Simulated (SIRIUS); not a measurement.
# AlO under changes of volume

One of the cells (10.830 Å³/atom); the others are scaled copies at fixed shape and fractional positions:

```xyz
2
Lattice="2.7875 0.0000 0.0000 0.0000 2.7875 0.0000 0.0000 0.0000 2.7875" Properties=species:S:1:pos:R:3 pbc="T T T"
Al    1.3938    1.3938    1.3938
O     0.0000    0.0000    0.0000
```

The cell was built by a generator and needn't be a form met in nature.

- Program: SIRIUS 7.10.0
- Functional: PBE
- Potentials or basis: PseudoDojo 0.4.1 PBE standard (scalar relativistic)
- Cutoff: 1152 eV
- Density cutoff: 4606 eV
- k mesh: 10 × 10 × 10
- Occupations: fermi-dirac, width 0.05 eV
- Spin: no spin polarisation

```csv
volume (Å³/atom),energy over the lowest point (meV/atom),pressure (GPa)
9.981,13.78,8.5
10.193,4.83,5.2
10.405,0.00,2.2
10.830,?,?
11.042,6.82,-5.2
11.255,15.17,-7.2
```

Task: What does the run at 10.830 Å³/atom give?

Result: Energy over the lowest point 1.31 meV/atom; pressure -3.0 GPa.

Worked out: A Birch-Murnaghan fit of order 3 (a polynomial in V^(-2/3)) to the other rows has its minimum at 10.57 Å³/atom with B0 = V·E''(V) = 131 GPa and B' = 3.8. It gives 1.33 meV/atom at 10.830 Å³/atom, against the run's 1.31, and -dE/dV = -3.0 GPa, against -3.0.

Energies are extrapolated to zero smearing.

Caveats: an odd number of electrons without spin polarisation forces a metal; a magnetic or distorted state may lie lower.
